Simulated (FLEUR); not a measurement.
# Ti3Ag (P4/mmm) in FLEUR: notebook

One crystal, Ti3Ag, is run at these levels: PBEsol; tasks: equation of state.

All numbers are computed with FLEUR MaX-R8.1 (later development tree); they aren't measurements. Logs are shortened: lines on timing, memory, paths and dates and some standing lists are left out, and cuts for length are marked.

## 1. The structure

Symmetry: P4/mmm, No. 123, tetragonal system. The conventional cell has a = 4.187 Å, b = 4.187 Å, c = 3.950 Å, α = 90.00°, β = 90.00°, γ = 90.00°. Ag (site symmetry 4/mmm) is surrounded by 12 Ti at 2.88 to 2.96 Å. Around Ti (site symmetry 4/mmm) lie 8 Ti at 2.88 Å and 4 Ag at 2.96 Å. Ti (site symmetry mmm) has 4 Ag at 2.88 Å and 8 Ti at 2.88 to 2.96 Å as nearest neighbours.

## 2. Equation of state, PBEsol, 16.27 Å³/atom (volume scaled by 0.94)

Input file inp.xml:

```xml
<?xml version="1.0" encoding="UTF-8" standalone="no"?>
<fleurInput fleurInputVersion="0.39">
   <comment>
      Ti3Ag                                                                                               
   </comment>
   <calculationSetup>
      <cutoffs Kmax="4.38" Gmax="13.6" GmaxXC="13.6" numbands="0"/>
      <scfLoop itmax="60" minDistance="0.00001" maxIterBroyd="15" imix="Anderson" alpha="0.05" precondParam="0.0" spinf="2.0" sdNocoIR="T"/>
      <coreElectrons ctail="T" frcor="F" kcrel="0" coretail_lmax="0"/>
      <xcFunctional name="PBEs" relativisticCorrections="F"/>
      <magnetism jspins="1"/>
      <soc l_soc="F" theta="0.0" phi="0.0" spav="F"/>
      <expertModes spex="0" secvar="F"/>
      <geometryOptimization l_f="F" forcealpha="1.0" forcemix="BFGS" epsdisp="0.0005" epsforce="0.0002"/>
      <ldaU l_linMix="F" mixParam="0.05" spinf="1.0"/>
   </calculationSetup>
   <cell>
      <bzIntegration valenceElectrons="55.0" mode="hist" fermiSmearingEnergy="0.00183747">
         <kPointListSelection listName="default-1"/>
         <!-- k-points included here -->
         <xi:include xmlns:xi="http://www.w3.org/2001/XInclude" href="kpts.xml"> </xi:include>
      </bzIntegration>
      <!-- symmetry operations included here -->
      <xi:include xmlns:xi="http://www.w3.org/2001/XInclude" href="sym.xml"> </xi:include>
      <bulkLattice scale="0.9795861087">
         <bravaisMatrix>
            <row-1>    7.9122832837001997     0.0000000000000000     0.0000000000000000</row-1>
            <row-2>    0.0000000000000000     7.9122832837001997     0.0000000000000000</row-2>
            <row-3>    0.0000000000000000     0.0000000000000000     7.4644181921700001</row-3>
         </bravaisMatrix>
      </bulkLattice>
   </cell>
[... 17 lines left out ...]
         <mtSphere radius="2.24" gridPoints="763" logIncrement="0.016"/>
         <atomicCutoffs lmax="9" lnonsphr="9"/>
         <electronConfig flipSpins="F">
            <coreConfig>(1s1/2) (2s1/2) (2p1/2) (2p3/2)</coreConfig>
            <valenceConfig>(3s1/2) (3p1/2) (3p3/2) (4s1/2) (3d3/2) (3d5/2)</valenceConfig>
            <stateOccupation state="(3d3/2)" spinUp="0.400000" spinDown="0.400000"/>
            <stateOccupation state="(3d5/2)" spinUp="0.600000" spinDown="0.600000"/>
         </electronConfig>
         <energyParameters s="4" p="4" d="3" f="4"/>
         <lo type="SCLO" l="0" n="3" eDeriv="0"/>
         <lo type="SCLO" l="1" n="3" eDeriv="0"/>
         <lo type="SCLO" l="1" n="3" eDeriv="1"/>
         <lo type="SCLO" l="2" n="3" eDeriv="2"/>
         <lo type="SCLO" l="3" n="4" eDeriv="2"/>
      </species>
   </atomSpecies>
   <atomGroups>
      <atomGroup species="Silver (Ag)">
         <relPos label="                   1">.0000000000 .0000000000 .0000000000</relPos>
         <force calculate="T" relaxXYZ="TTT"/>
      </atomGroup>
      <atomGroup species="Titanium (Ti)">
         <relPos label="                   2">1.000/2.000 1.000/2.000 .0000000000</relPos>
         <force calculate="T" relaxXYZ="TTT"/>
      </atomGroup>
      <atomGroup species="Titanium (Ti)">
         <relPos label="                   3">1.000/2.000 .0000000000 1.000/2.000</relPos>
         <relPos label="                   4">.0000000000 1.000/2.000 1.000/2.000</relPos>
         <force calculate="T" relaxXYZ="TTT"/>
      </atomGroup>
   </atomGroups>
   <output dos="F" band="F" slice="F">
      <checks vchk="F" cdinf="F"/>
      <bandDOS minEnergy="-.5*Htr" maxEnergy="0.5*Htr" sigma="0.015" storeEVData="T"/>
      <vacuumDOS vacdos="F" integ="F" star="F" nstars="0" locx1="0.0" locy1="0.0" locx2="0.0" locy2="0.0" nstm="0" tworkf="0.0"/>
      <unfoldingBand unfoldBand="F" supercellX="1" supercellY="1" supercellZ="1"/>
      <plotting iplot="0" polar="F">
         <plot TwoD="T" vec1="  1.0  0.0  0.0" vec2="  0.0  1.0  0.0" vec3="  0.0  0.0  1.0" zero="  0.0  0.0  0.0" file="plot"/>
      </plotting>
      <chargeDensitySlicing numkpt="0" minEigenval="0.0" maxEigenval="0.0" nnne="0" pallst="F"/>
      <specialOutput eonly="F"/>
      <moessbauerParams electricFieldGradient="T" isomerShift="T" coreHyperfine="T" valenceHyperfine="T"/>
      <magneticCircularDichroism mcd="F" energyLo="-10.0" energyUp="0.0"/>
   </output>
  <!-- We include the file relax.xml here to enable relaxations (see documentation) -->
  <xi:include xmlns:xi="http://www.w3.org/2001/XInclude" href="relax.xml"> <xi:fallback/> </xi:include>
</fleurInput>
```

Potentials or basis: all-electron, FLAPW.

Run with:

```bash
> inpgen -f crystal.txt -profile fastHighL
> # inp.xml edited to the form shown
> fleur_MPI
```

Output:

```text
Welcome to FLEUR        (www.flapw.de)
      MaX-Release 8.1          (www.max-centre.eu)

 ========== k-point set info ==========
 Selected k-point list: default-1
 k-point list type: mesh
 7 x 7 x 7
 Number of k points: 40

 ------------Calculation Setup---------------------------
 Number of MPI-tasks      :            1
 Number of PE/node        :            1
 Number of OMP-threads    :            1
 Most efficient MPI parallelization for:
           1           2           4           5           8          10          20          40
 Additional eigenvalue parallelization possible
 Number of basis functions:          775
 Approximate size of matrices (H+S) per k-point:         0.009 GB
 --------------------------------------------------------
 Iteration:     1   Distance:      23.25864318 me/bohr^3
 Iteration:     2   Distance:      15.22080264 me/bohr^3
 Iteration:     3   Distance:       7.17893729 me/bohr^3
 Iteration:     4   Distance:       6.11313095 me/bohr^3
 Iteration:     5   Distance:       4.27519341 me/bohr^3
 Iteration:     6   Distance:       3.40551605 me/bohr^3
 Iteration:     7   Distance:       2.20624073 me/bohr^3
 Iteration:     8   Distance:       0.51466181 me/bohr^3
 Iteration:     9   Distance:       0.88108624 me/bohr^3
 Iteration:    10   Distance:       0.28540958 me/bohr^3
 Iteration:    11   Distance:       0.24419231 me/bohr^3
 Iteration:    12   Distance:       0.03650435 me/bohr^3
 Iteration:    13   Distance:       0.02792521 me/bohr^3
 Iteration:    14   Distance:       0.00374269 me/bohr^3
 Iteration:    15   Distance:       0.00397293 me/bohr^3
 Iteration:    16   Distance:       0.00331156 me/bohr^3
 Iteration:    17   Distance:       0.00177516 me/bohr^3
 Iteration:    18   Distance:       0.00136177 me/bohr^3
 Iteration:    19   Distance:       0.00063530 me/bohr^3
 Iteration:    20   Distance:       0.00016649 me/bohr^3
 Iteration:    21   Distance:       0.00007249 me/bohr^3
 Iteration:    22   Distance:       0.00003523 me/bohr^3
 Iteration:    23   Distance:       0.00000877 me/bohr^3

 ********************************************************************
 Run finished successfully
 Stop message:
   all done
 ********************************************************************
```

It took 3.9 min on 1 thread of Arm Neoverse V2, shared host; peak memory 0.09 GiB.

Results:

| Property | Result |
| --- | --- |
| Free energy | -214246.2284 eV |
| Band gap on the k mesh | none (metal or under the smearing width) |
| Valence electrons inside the program's atomic spheres | Ag 18.40; Ti 10.06, 10.04 (radii Ag 2.64, Ti 2.24 bohr) |

## 3. Equation of state, PBEsol, 16.62 Å³/atom (volume scaled by 0.96)

Changes to inp.xml since step 2:

```diff
@@ -24,3 +24,3 @@
       <xi:include xmlns:xi="http://www.w3.org/2001/XInclude" href="sym.xml"> </xi:include>
-      <bulkLattice scale="0.9795861087">
+      <bulkLattice scale="0.9864848297">
          <bravaisMatrix>
```

Potentials or basis: all-electron, FLAPW.

Run with:

```bash
> inpgen -f crystal.txt -profile fastHighL
> # inp.xml edited to the form shown
> fleur_MPI
```

It took 4 min on 1 thread of Arm Neoverse V2, shared host; peak memory 0.09 GiB.

The run converged. Its results:

- Free energy: -214246.2279 eV
- Band gap on the k mesh: none (metal or under the smearing width)
- Valence electrons inside the program's atomic spheres: Ag 18.37; Ti 10.04, 10.02 (radii Ag 2.64, Ti 2.24 bohr)

## 4. Equation of state, PBEsol, 16.97 Å³/atom (volume scaled by 0.98)

Changes to inp.xml since step 3:

```diff
@@ -24,3 +24,3 @@
       <xi:include xmlns:xi="http://www.w3.org/2001/XInclude" href="sym.xml"> </xi:include>
-      <bulkLattice scale="0.9864848297">
+      <bulkLattice scale="0.9932883884">
          <bravaisMatrix>
```

Run with:

```bash
> inpgen -f crystal.txt -profile fastHighL
> # inp.xml edited to the form shown
> fleur_MPI
```

Run time: 4.2 min. Hardware: 1 thread of Arm Neoverse V2, shared host; peak memory 0.1 GiB.

It converged, with:

```yaml
Free_energy: -214246.2059 eV
Band_gap_on_the_k_mesh: none (metal or under the smearing width)
Valence_electrons_inside_the_program's_atomic_spheres: Ag 18.33; Ti 10.02, 10.00 (radii Ag 2.64, Ti 2.24 bohr)
```

## 5. Equation of state, PBEsol, 17.31 Å³/atom

Changes to inp.xml since step 4:

```diff
@@ -24,3 +24,3 @@
       <xi:include xmlns:xi="http://www.w3.org/2001/XInclude" href="sym.xml"> </xi:include>
-      <bulkLattice scale="0.9932883884">
+      <bulkLattice scale="1.0000000000">
          <bravaisMatrix>
```

Run with:

```bash
> inpgen -f crystal.txt -profile fastHighL
> # inp.xml edited to the form shown
> fleur_MPI
```

It took 4.4 min on 1 thread of Arm Neoverse V2, shared host; peak memory 0.1 GiB.

Results (log left out):

* Free energy: -214246.1645 eV
* Band gap on the k mesh: none (metal or under the smearing width)
* Valence electrons inside the program's atomic spheres: Ag 18.30; Ti 10.00, 9.98 (radii Ag 2.64, Ti 2.24 bohr)

## 6. Equation of state, PBEsol, 17.66 Å³/atom (volume scaled by 1.02)

Changes to inp.xml since step 5:

```diff
@@ -24,3 +24,3 @@
       <xi:include xmlns:xi="http://www.w3.org/2001/XInclude" href="sym.xml"> </xi:include>
-      <bulkLattice scale="1.0000000000">
+      <bulkLattice scale="1.0066227096">
          <bravaisMatrix>
```

Potentials or basis: all-electron, FLAPW.

Run with:

```bash
> inpgen -f crystal.txt -profile fastHighL
> # inp.xml edited to the form shown
> fleur_MPI
```

Wall time 4.4 min (1 thread of Arm Neoverse V2, shared host); peak memory 0.1 GiB.

Results (log left out):

```
Free energy                                           : -214246.1057 eV
Band gap on the k mesh                                : none (metal or under the smearing width)
Valence electrons inside the program's atomic spheres : Ag 18.27; Ti 9.98, 9.96 (radii Ag 2.64, Ti 2.24 bohr)
```

## 7. Equation of state, PBEsol, 18.00 Å³/atom (volume scaled by 1.04)

Changes to inp.xml since step 6:

```diff
@@ -24,3 +24,3 @@
       <xi:include xmlns:xi="http://www.w3.org/2001/XInclude" href="sym.xml"> </xi:include>
-      <bulkLattice scale="1.0066227096">
+      <bulkLattice scale="1.0131594038">
          <bravaisMatrix>
```

Run with:

```bash
> inpgen -f crystal.txt -profile fastHighL
> # inp.xml edited to the form shown
> fleur_MPI
```

Run time: 4.6 min. Hardware: 1 thread of Arm Neoverse V2, shared host; peak memory 0.1 GiB.

It converged, with:

```yaml
Free_energy: -214246.0313 eV
Band_gap_on_the_k_mesh: none (metal or under the smearing width)
Valence_electrons_inside_the_program's_atomic_spheres: Ag 18.25; Ti 9.97, 9.95 (radii Ag 2.64, Ti 2.24 bohr)
```

## 8. Equation of state, PBEsol, 18.35 Å³/atom (volume scaled by 1.06)

Changes to inp.xml since step 7:

```diff
@@ -24,3 +24,3 @@
       <xi:include xmlns:xi="http://www.w3.org/2001/XInclude" href="sym.xml"> </xi:include>
-      <bulkLattice scale="1.0131594038">
+      <bulkLattice scale="1.0196128224">
          <bravaisMatrix>
```

Run with:

```bash
> inpgen -f crystal.txt -profile fastHighL
> # inp.xml edited to the form shown
> fleur_MPI
```

Run time: 4.7 min. Hardware: 1 thread of Arm Neoverse V2, shared host; peak memory 0.1 GiB.

Results (log left out):

* Free energy: -214245.9430 eV
* Band gap on the k mesh: none (metal or under the smearing width)
* Valence electrons inside the program's atomic spheres: Ag 18.22; Ti 9.95, 9.93 (radii Ag 2.64, Ti 2.24 bohr)

## 9. Equation of state, PBEsol

Potentials or basis: all-electron, FLAPW.

This step only gathers the single runs of the series.

What came out:

- Equilibrium volume: 16.44 Å³/atom
- Bulk modulus at fixed shape and positions: 126 GPa
- Pressure derivative of the bulk modulus: 4.2

Energy against volume, from the lowest point:
```csv
volume (Å³/atom),energy (meV/atom)
16.273,0.00
16.619,0.11
16.966,5.61
17.312,15.97
17.658,30.68
18.004,49.26
18.351,71.35
```

Caveat: the cell was scaled at fixed shape and fractional positions, which overstates the stiffness of a crystal with free parameters, most of all of layers and chains.
